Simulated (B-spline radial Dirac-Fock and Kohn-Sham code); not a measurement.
# Inner shells of Hg³³⁺

Wanted for the Hg³³⁺ ion: its X-ray form factor and Compton profile and the binding energy of each subshell.

Method: a free atom or ion on a radial basis; each step names its model; computed with B-spline radial Dirac-Fock and Kohn-Sham code, version 2.

## 1. The atom as given

The Hg³³⁺ ion, [Kr] 4d10 4f1.

```yaml
nuclear_charge: 80
electrons: 47
mass_number: 202
nuclear_rms_radius: 5.4648 fm
```

Outer shells as boxes (Hund's rule, for the drawing alone; heavy ions are jj-coupled, and the calculation averages over the configuration):

```
[Kr] core
4d [↑↓][↑↓][↑↓][↑↓][↑↓]
4f [↑ ][  ][  ][  ][  ][  ][  ]
```

## 2. X-ray scattering functions

Model: Dirac-Fock average of configuration, finite nucleus; form factor of the spherical density, Waller-Hartree incoherent function, impulse-approximation Compton profiles.

Settings, as recorded:

```ini
task = scatter
Z = 80
charge = 33
configuration = 1s2 2s2 2p6 3s2 3p6 3d10 4s2 4p6 4d10 4f1
mass_number = 202
rms_radius = 5.4648  # fm
s = [0.0, 0.05, 0.06, 0.07, 0.09, 0.11, 0.13, 0.15, 0.18, 0.21, 0.25, 0.3, 0.36, 0.43, 0.51, 0.6, 0.72, 0.85, 1.02, 1.21, 1.44, 1.71, 2.04]  # 1/A
pz = [0, 0.1, 0.2, 0.3, 0.4, 0.5, 0.6, 0.8, 1.0, 1.2, 1.4, 1.6, 1.8, 2.0, 2.5, 3.0, 4.0, 5.0, 7.0, 10.0, 15.0, 20.0, 30.0, 40.0, 60.0, 100.0]  # a.u.
photon_energy = [2000, 5000, 10000, 17479.3, 30000, 100000, 500000, 1000000]  # eV
```

Main fields of the result record, rounded:

```text
{
  "status": "converged",
  "form_factor [e]": [47.0, 46.926, 46.894, 46.856, 46.762, 46.645, 46.506, 46.344, 46.059, 45.727, 45.212, 44.46, 43.412, 42.015, 40.233, 38.059, 35.015, 31.716, 27.684, 23.84, 20.272, 17.394, 15.072],
  "incoherent": [-1.1102e-13, 0.058992, 0.084874, 0.1154, 0.19028, 0.28334, 0.39422, 0.52252, 0.74656, 1.0069, 1.4067, 1.9835, 2.7729, 3.8009, 5.0755, 6.5817, 8.6212, 10.782, 13.453, 16.214, 19.268, 22.459, 25.738],
  "compton_total [1/a.u.]": [2.376, 2.3757, 2.3748, 2.3734, 2.3713, 2.3687, 2.3654, 2.3572, 2.3465, 2.3335, 2.3179, 2.2998, 2.2791, 2.2559, 2.1863, 2.1006, 1.8865, 1.6364, 1.1584, 0.72083, 0.40634, 0.24022, 0.094334, 0.043889, 0.013944, 0.0029437],
  "shells": ["1s1/2", "2s1/2", "2p1/2", "2p3/2", "3s1/2", "3p1/2", "3p3/2", "3d3/2", "3d5/2", "4s1/2", "4p1/2", "4p3/2", "4d3/2", "4d5/2", "4f5/2", "4f7/2"],
  "occupation": [2.0, 2.0, 2.0, 4.0, 2.0, 2.0, 4.0, 4.0, 6.0, 2.0, 2.0, 4.0, 4.0, 6.0, 0.42857, 0.57143],
  "mean_momentum [a.u.]": [86.984, 31.034, 40.733, 35.109, 15.735, 18.745, 17.093, 20.517, 19.959, 8.9508, 10.056, 9.4507, 10.618, 10.412, 11.513, 11.419],
  "r2 [bohr^2]": 4.0029,
  "r_inverse [1/bohr]": 573.34,
  "r1 [bohr]": 11.098,
  "coherent [b]": [1445.9, 1332.4, 1037.4, 657.9, 360.69, 60.788, 3.3533, 0.87871],
  "incoherent_cross_section [b]": [0.19951, 1.1411, 3.5821, 7.2023, 11.612, 17.658, 13.058, 9.7679],
  "radial_jk": {
    "4f": {"j0": [1.0, 0.99701, 0.99569, 0.99414, 0.99033, 0.98559, 0.97993, 0.97336, 0.96185, 0.94842, 0.92767, 0.89745, 0.85558, 0.8002, 0.73028, 0.64618, 0.53087, 0.40961, 0.26815, 0.14297, 0.041203, -0.020332, -0.042108], "j2": [0.0, 0.001197, 0.0017221, 0.0023415, 0.0038605, 0.0057479, 0.0079965, 0.010597, 0.015137, 0.020406, 0.028488, 0.040112, 0.05593, 0.076306, 0.10105, 0.12919, 0.16432, 0.19579, 0.22231, 0.23057, 0.21491, 0.17501, 0.11871], "j4": [0.0, 5.4778e-07, 1.1349e-06, 2.1005e-06, 5.7256e-06, 1.2738e-05, 2.4756e-05, 4.3693e-05, 8.9915e-05, 0.00016509, 0.00032696, 0.00066391, 0.0013359, 0.002608, 0.0048783, 0.0086789, 0.016035, 0.026929, 0.044826, 0.067047, 0.091821, 0.11137, 0.11746], "j6": [0.0, 1.6228e-10, 4.8416e-10, 1.2196e-09, 5.4955e-09, 1.8262e-08, 4.9572e-08, 1.1648e-07, 3.4513e-07, 8.6242e-07, 2.4202e-06, 7.0748e-06, 2.0491e-05, 5.7043e-05, 0.00014998, 0.00036896, 0.00098007, 0.0022893, 0.0054702, 0.011466, 0.022105, 0.0375, 0.055661], "r2": 0.16275, "r4": 0.042437, "r6": 0.016263}
  }
}
```

Form factor and incoherent function, every second point:

```tsv
s (1/Å)	f (e)	f / N	S(s)
0	47.00	1.000	0
0.0600	46.89	0.998	0.08487
0.0900	46.76	0.995	0.1903
0.130	46.51	0.989	0.3942
0.180	46.06	0.980	0.7466
0.250	45.21	0.962	1.407
0.360	43.41	0.924	2.773
0.510	40.23	0.856	5.075
0.720	35.02	0.745	8.621
1.02	27.68	0.589	13.45
1.44	20.27	0.431	19.27
2.04	15.07	0.321	25.74
```

## 3. Binding energies

Model: Dirac-Fock average of configuration, Delta-SCF, finite nucleus, first-order Breit with its frequency dependence, self-energy and vacuum polarisation.

Settings, as recorded:

```ini
task = binding
```

Main fields of the result record, rounded:

```text
{
  "status": "converged",
  "shells": ["K", "L1", "L2", "L3", "M1", "M2", "M3", "M4", "M5", "N1", "N2", "N3", "N4", "N5", "N6,7"],
  "total_energy_parts [Ha]": [-19078.8505, 25.1934571, -2.66130794, -0.498963355, 18.9983735, -3.73437384],
  "koopmans [eV]": [84913.0, 16239.7, 15601.2, 13651.9, 4884.31, 4599.91, 4157.73, 3695.43, 3601.88, 1979.5, 1853.77, 1727.18, 1520.63, 1494.99, 1260.08],
  "dirac_coulomb [eV]": [84843.0, 16207.2, 15563.7, 13618.3, 4873.51, 4588.11, 4147.38, 3682.69, 3589.7, 1977.54, 1851.71, 1725.44, 1518.74, 1493.23, 1258.03],
  "gaunt [eV]": [-328.742, -37.8918, -64.4209, -43.5936, -7.42771, -12.6144, -8.3153, -5.58556, -3.92554, -2.09739, -3.46168, -2.24424, -1.38275, -0.9287, -0.0601368],
  "retardation [eV]": [24.6984, 3.35406, 6.88229, 6.88215, 0.666578, 1.31918, 1.33725, 0.546778, 0.532661, 0.226182, 0.403109, 0.402829, 0.179224, 0.178048, 0.0415413],
  "breit_frequency [eV]": [6.07707, -0.509404, -0.0818933, 2.69084, -0.137559, -0.165186, 0.556566, -0.0584637, 0.00196836, -0.0407275, -0.0560662, 0.158987, -0.0198538, -0.0014579, -0.0116844],
  "self_energy [eV]": [-197.958, -29.6516, -0.890619, -2.40489, -6.94898, -0.356968, -0.616272, 0.489555, 0.238475, -2.00379, -0.0955816, -0.173492, 0.131331, 0.0630911, 0.0949739],
  "vacuum_polarisation [eV]": [41.0728, 5.81308, 0.371543, -0.196769, 1.33275, 0.092095, -0.0570422, -0.0633065, -0.0599022, 0.385462, 0.0272863, -0.0167986, -0.0175133, -0.0165687, -0.0124484],
  "binding [eV]": [84388.1, 16148.3, 15505.5, 13581.7, 4860.99, 4576.38, 4140.29, 3678.02, 3586.49, 1974.01, 1848.53, 1723.57, 1517.63, 1492.52, 1258.08],
  "mean_radius [bohr]": [0.0165908, 0.0692386, 0.0570204, 0.0656562, 0.179001, 0.16957, 0.184832, 0.16091, 0.165542, 0.377298, 0.375794, 0.40066, 0.394459, 0.402004, 0.379173]
}
```

total_energy_parts: Dirac-Coulomb, Gaunt, retardation, frequency dependence, self-energy, vacuum polarisation. 

The binding energies by parts, in eV; the parts add up.

```tsv
level	-ε	relaxation	Breit	QED	binding
K (1s)	84913.0	-70.00	-297.97	-156.88	84388.1
L1 (2s)	16239.7	-32.57	-35.05	-23.84	16148.3
L2 (2p1/2)	15601.2	-37.48	-57.62	-0.52	15505.5
L3 (2p3/2)	13651.9	-33.58	-34.02	-2.60	13581.7
M1 (3s)	4884.3	-10.80	-6.90	-5.62	4861.0
M2 (3p1/2)	4599.9	-11.81	-11.46	-0.26	4576.4
M3 (3p3/2)	4157.7	-10.35	-6.42	-0.67	4140.3
M4 (3d3/2)	3695.4	-12.74	-5.10	0.43	3678.0
M5 (3d5/2)	3601.9	-12.17	-3.39	0.18	3586.5
N1 (4s)	1979.5	-1.96	-1.91	-1.62	1974.0
N2 (4p1/2)	1853.8	-2.05	-3.11	-0.07	1848.5
N3 (4p3/2)	1727.2	-1.74	-1.68	-0.19	1723.6
N4 (4d3/2)	1520.6	-1.89	-1.22	0.11	1517.6
N5 (4d5/2)	1495.0	-1.76	-0.75	0.05	1492.5
N6,7 (4f)	1260.1	-2.05	-0.03	0.08	1258.1
```

Line energies follow by subtraction:

```tsv
line	energy (eV)
Kβ2' (K-N3)	82664.6
Kβ2'' (K-N2)	82539.6
Kβ1 (K-M3)	80247.8
Kβ3 (K-M2)	79811.7
Kα1 (K-L3)	70806.5
Kα2 (K-L2)	68882.6
Lγ3 (L1-N3)	14424.7
Lγ2 (L1-N2)	14299.7
Lγ1 (L2-N4)	13987.9
Lγ5 (L2-N1)	13531.5
Lβ2 (L3-N5)	12089.1
Lβ15 (L3-N4)	12064.0
Lβ3 (L1-M3)	12008.0
Lβ1 (L2-M4)	11827.5
```

## 4. What came out

| quantity | value |
| --- | --- |
| rms radius of the electron cloud | 0.292 bohr |
| form factor halves at | 1.2 1/Å |
| Compton profile at zero | 2.376 1/a.u. |
| deepest level listed, K (1s) | 84388.1 eV |
| least bound, N6,7 (4f) | 1258.1 eV |
| Kα1 | 70806.5 eV |
| ionisation energy, NIST (theoretical) | 1280.00 eV |

**Reading.** f falls from 47 to half of that at s = 1.2 1/Å. Incoherent scattering outweighs coherent from 500 keV on, among the energies asked. The K (1s) level lies 70.0 eV under Koopmans' value by relaxation alone; Breit gives -297.97 and QED -156.88 eV. NIST's ionisation energy differs by +21.92 eV from the least binding energy, within its stated uncertainty. The Hartree-Fock and Dirac-Fock values hold no electron correlation.
